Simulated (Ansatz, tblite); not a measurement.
# The cluster Hg₁₀Te₁₀: isomers side by side

The task here is to estimate one member of a computed series from the others.

The runs use Ansatz 0.2.0, Gaussian basis; relaxed with PBE-D4/def2-SVP, singlet.

2 further runs of the same task are left out: 2 set aside as unsound or not needed.

### The starting structure

20 atoms, charge 0, spin multiplicity 1.

Atoms are counted from 1 here; the program's logs count them from 0.

Bond lengths: Hg1–Te12 2.864 Å, Hg1–Te13 2.864 Å, Hg1–Te18 2.918 Å, Hg2–Hg3 2.836 Å, Hg2–Te11 2.777 Å, Hg2–Te15 2.838 Å, Hg3–Te14 2.817 Å, Hg3–Te16 2.982 Å, Hg4–Te12 2.885 Å, Hg4–Te17 2.808 Å, Hg4–Te18 2.952 Å, Hg5–Te14 2.842 Å, Hg5–Te17 2.768 Å, Hg5–Te19 2.984 Å, Hg6–Te11 2.833 Å, Hg6–Te12 2.846 Å, Hg6–Te14 2.909 Å, Hg6–Te20 3.086 Å and more. Angles: Te12–Hg1–Te13 131.6°, Te12–Hg1–Te18 96.2°, Te13–Hg1–Te18 128.9°, Hg3–Hg2–Te11 101.1°, Hg3–Hg2–Te15 110.7°, Te11–Hg2–Te15 129.4°, Hg2–Hg3–Te14 110.5°, Hg2–Hg3–Te16 104.2°, Te14–Hg3–Te16 121.0°, Te12–Hg4–Te17 132.8°, Te12–Hg4–Te18 95.0°, Te17–Hg4–Te18 129.1°, Te14–Hg5–Te17 118.6°, Te14–Hg5–Te19 118.5°, Te17–Hg5–Te19 113.7°, Te11–Hg6–Te12 121.6°, Te11–Hg6–Te14 99.2°, Te11–Hg6–Te20 109.4° and more.

Coordinates:

```mol
Hg10Te10
  3D, bonds by distance, orders not assigned

 20 28  0  0  0  0  0  0  0  0999 V2000
   -2.7485    3.2949   -0.3253 Hg  0  0
   -0.7579   -3.7496    2.5715 Hg  0  0
    1.1673   -3.6843    0.4903 Hg  0  0
   -1.1389    1.8125   -3.5425 Hg  0  0
    1.5639   -0.6522   -3.3759 Hg  0  0
   -1.7974   -0.8936   -0.2977 Hg  0  0
   -1.5623    2.4565    2.9497 Hg  0  0
    1.7011   -0.9831    3.3468 Hg  0  0
    1.4013    2.3749   -0.4879 Hg  0  0
    4.4311   -0.6692   -0.0778 Hg  0  0
   -3.0410   -2.9416    1.2131 Te  0  0
   -3.3132    0.9416   -1.8577 Te  0  0
   -3.5806    4.1037    2.2929 Te  0  0
    0.0744   -2.5120   -1.8264 Te  0  0
    0.3456   -2.7539    4.9896 Te  0  0
    3.6021   -2.5483    1.7847 Te  0  0
    0.3432    0.5358   -5.5574 Te  0  0
   -0.3651    4.0776   -1.8155 Te  0  0
    3.5158    1.1217   -1.9808 Te  0  0
    0.1591    0.6686    1.5064 Te  0  0
  1 12  8  0
  1 13  8  0
  1 18  8  0
  2  3  8  0
  2 11  8  0
  2 15  8  0
  3 14  8  0
  3 16  8  0
  4 12  8  0
  4 17  8  0
  4 18  8  0
  5 14  8  0
  5 17  8  0
  5 19  8  0
  6 11  8  0
  6 12  8  0
  6 14  8  0
  6 20  8  0
  7 13  8  0
  7 20  8  0
  8 15  8  0
  8 16  8  0
  8 20  8  0
  9 18  8  0
  9 19  8  0
  9 20  8  0
 10 16  8  0
 10 19  8  0
M  END
```

Hg, Te take a core potential in the def2 sets. No spin-orbit coupling is included.

The isomers as started, chosen beforehand: A: Hg10Te10 zinc blende off sphere; B: Hg10Te10 zinc blende bond sphere. The structure above is A.

The first run:

Contents of in.yaml:

```yaml
crystal:
  periodic: [false, false, false]
  atoms:
    - {symbol: Hg, position_ang: [-2.748500, 3.294860, -0.325330]}
    - {symbol: Hg, position_ang: [-0.757850, -3.749580, 2.571550]}
    - {symbol: Hg, position_ang: [1.167320, -3.684320, 0.490330]}
    - {symbol: Hg, position_ang: [-1.138930, 1.812510, -3.542550]}
    - {symbol: Hg, position_ang: [1.563910, -0.652220, -3.375940]}
    - {symbol: Hg, position_ang: [-1.797350, -0.893560, -0.297730]}
    - {symbol: Hg, position_ang: [-1.562330, 2.456520, 2.949750]}
    - {symbol: Hg, position_ang: [1.701150, -0.983090, 3.346790]}
    - {symbol: Hg, position_ang: [1.401250, 2.374930, -0.487950]}
    - {symbol: Hg, position_ang: [4.431060, -0.669230, -0.077800]}
    - {symbol: Te, position_ang: [-3.041000, -2.941630, 1.213070]}
    - {symbol: Te, position_ang: [-3.313240, 0.941580, -1.857650]}
    - {symbol: Te, position_ang: [-3.580580, 4.103750, 2.292910]}
    - {symbol: Te, position_ang: [0.074360, -2.512050, -1.826390]}
    - {symbol: Te, position_ang: [0.345570, -2.753920, 4.989570]}
    - {symbol: Te, position_ang: [3.602120, -2.548290, 1.784670]}
    - {symbol: Te, position_ang: [0.343250, 0.535780, -5.557410]}
    - {symbol: Te, position_ang: [-0.365100, 4.077590, -1.815470]}
    - {symbol: Te, position_ang: [3.515790, 1.121740, -1.980790]}
    - {symbol: Te, position_ang: [0.159110, 0.668630, 1.506370]}
basis:
  gaussian: {orbitals: def2-SVP, fitting: {mean_field: def2-universal-jkfit}}
hamiltonian: {xc: pbe, dispersion: d4}
scf: {lower_state_search: "off"}
output: {orbitals: {seedname: orbitals}}
relax: {f_tol: 0.03, max_steps: 70}
```

The run is started by

```sh
ansatz run in.yaml --threads 5 --pin off --events-out ev --progress --plain --max-ram 66560MiB --backend cuda --devices 0, --max-vram 37GiB
```

Among the steps run: Relaxing candidate A; Relaxing candidate B; Candidate B, PBE0-D4/def2-TZVP; Candidate B, PBE-D4/def2-TZVP; Candidate B, r2SCAN-D4/def2-TZVP; Candidate B, B97M-V/def2-TZVP; Candidate B, PBE-D4/def2-SVP; Candidate B, PBE0-D4/def2-SVP; Candidate B, MP2/def2-SVP.

One table of the session follows, with a row left open; its other results are not shown here.

It belongs to the step «B against A». 

```
              level  B above A (kcal/mol)
           GFN1-xTB                 +56.9
           GFN2-xTB                 +17.9
        HF/def2-SVP                 -16.0
    PBE-D4/def2-SVP                     ?
   PBE-D4/def2-TZVP                  +5.2
r2SCAN-D4/def2-TZVP                  +1.0
   B97M-V/def2-TZVP                  +1.1
   PBE0-D4/def2-SVP                  +4.8
  PBE0-D4/def2-TZVP                  +2.8
       MP2/def2-SVP                  +1.3
```

**Question.** Estimate the row for PBE-D4/def2-SVP.

As computed: B above A (kcal/mol): +7.1. In the column «B above A (kcal/mol)» it lies between PBE-D4/def2-TZVP (+5.2) and GFN2-xTB (+17.9).

To keep in mind: Only singlets are compared; another spin may lie lower and prefer another shape.
